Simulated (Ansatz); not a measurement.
# CH7ClOSi2: one species, many methods

Aim: compute CH7ClOSi2 with functionals from several rungs and with coupled cluster. The yardstick is the atomisation energy at the CCSD(T) limit.

Program: Ansatz 0.2.0, Gaussian basis. Level of theory: functionals in def2-TZVPP, the program's frozen cores in correlated methods. These are calculated values, not measurements.

Levels to be run: PBE-D4, r2SCAN-D4, PBE0-D4, B3LYP-D4, ωB97X-V, ωB97M-V, B2PLYP; CCSD(T)/def2-TZVPP; MP2/def2-QZVPP; extrapolation to the limit.

**1. The relaxed structure**

The geometry comes from an earlier relaxation with PBE0-D4 in a triple-zeta def2 set; it is a stationary point, not always the lowest conformer.

SMILES `[SiH3]CO[SiH2]Cl`, 12 atoms, charge 0, spin multiplicity 1.

Atoms are counted from 1 here; the program's logs count them from 0.

Bond lengths: Si1–C2 1.890 Å, Si1–H6 1.488 Å, Si1–H7 1.484 Å, Si1–H8 1.485 Å, C2–O3 1.425 Å, C2–H9 1.098 Å, C2–H10 1.097 Å, O3–Si4 1.630 Å, Si4–Cl5 2.056 Å, Si4–H11 1.482 Å, Si4–H12 1.474 Å. Angles: C2–Si1–H6 108.4°, C2–Si1–H7 109.9°, C2–Si1–H8 109.8°, H6–Si1–H7 109.6°, H6–Si1–H8 109.5°, H7–Si1–H8 109.6°, Si1–C2–O3 108.9°, Si1–C2–H9 109.9°, Si1–C2–H10 110.1°, O3–C2–H9 110.8°, O3–C2–H10 110.2°, H9–C2–H10 106.9°, C2–O3–Si4 123.3°, O3–Si4–Cl5 110.8°, O3–Si4–H11 111.0°, O3–Si4–H12 106.8°, Cl5–Si4–H11 106.1°, Cl5–Si4–H12 108.9° and more.

**2. PBE-D4 (GGA)**

in.yaml

```yaml
crystal:
  periodic: [false, false, false]
  atoms:
    - {symbol: Si, position_ang: [-0.266772, 0.097989, 2.134253]}
    - {symbol: C, position_ang: [-0.170798, 0.536502, 0.298410]}
    - {symbol: O, position_ang: [0.288532, -0.601711, -0.425110]}
    - {symbol: Si, position_ang: [0.327960, -0.670687, -2.052887]}
    - {symbol: Cl, position_ang: [1.596286, 0.757337, -2.812933]}
    - {symbol: H, position_ang: [-0.743701, 1.294857, 2.878442]}
    - {symbol: H, position_ang: [1.075969, -0.294615, 2.630573]}
    - {symbol: H, position_ang: [-1.219976, -1.022787, 2.335486]}
    - {symbol: H, position_ang: [-1.158105, 0.854955, -0.062592]}
    - {symbol: H, position_ang: [0.511458, 1.382049, 0.148466]}
    - {symbol: H, position_ang: [-1.007504, -0.384101, -2.628643]}
    - {symbol: H, position_ang: [0.843753, -2.005088, -2.409265]}
basis:
  gaussian: {orbitals: def2-TZVPP}
hamiltonian: {xc: pbe, dispersion: d4}
output: {forces: true, orbitals: {seedname: orbitals}}
```

Started as:

```console
$ ansatz run in.yaml --threads 4 --pin off --events-out ev --progress --plain --max-ram 10444MiB
```

The runs that follow: r2SCAN-D4 (meta-GGA); PBE0-D4 (hybrid); B3LYP-D4 (hybrid); ωB97X-V (range-separated); ωB97M-V (range-separated); B2PLYP (double hybrid); CCSD(T) in def2-TZVPP; MP2 in def2-QZVPP.

**Question.** What will the summary of the whole plan be? Wanted: atomisation energy, CCSD(T)/CBS; farthest; mean size of error, hybrid; mean size of error, range-separated; gap, smallest and largest; T1 diagnostic; triples share of the correlation energy.

**Answer**, as computed:

| quantity | value |
| --- | --- |
| atomisation energy, CCSD(T)/CBS | 42.145 eV |
| functionals within 0.211 eV (0.5 %) | PBE-D4, r2SCAN-D4, ωB97X-V, ωB97M-V |
| farthest | B2PLYP (-0.683 eV) |
| mean size of error, hybrid | 0.356 eV |
| mean size of error, range-separated | 0.104 eV |
| gap, smallest and largest | 6.47 eV (PBE-D4), 13.18 eV (ωB97X-V) |
| T1 diagnostic | 0.0111 |
| triples share of the correlation energy | 3.6 % |

**Reading.** PBE-D4 is off by -0.067 eV. Double hybrids carry the basis error of their MP2 part in triple zeta, and no dispersion term here, so their miss is partly the set-up's. Misses under about 0.211 eV are within the doubt on the reference itself, which lacks core-valence correlation, relativity and higher excitations. Hartree-Fock recovers 75 % of the binding; the rest is correlation. Orbital gaps span 6.5 to 13.2 eV; exact exchange widens them.
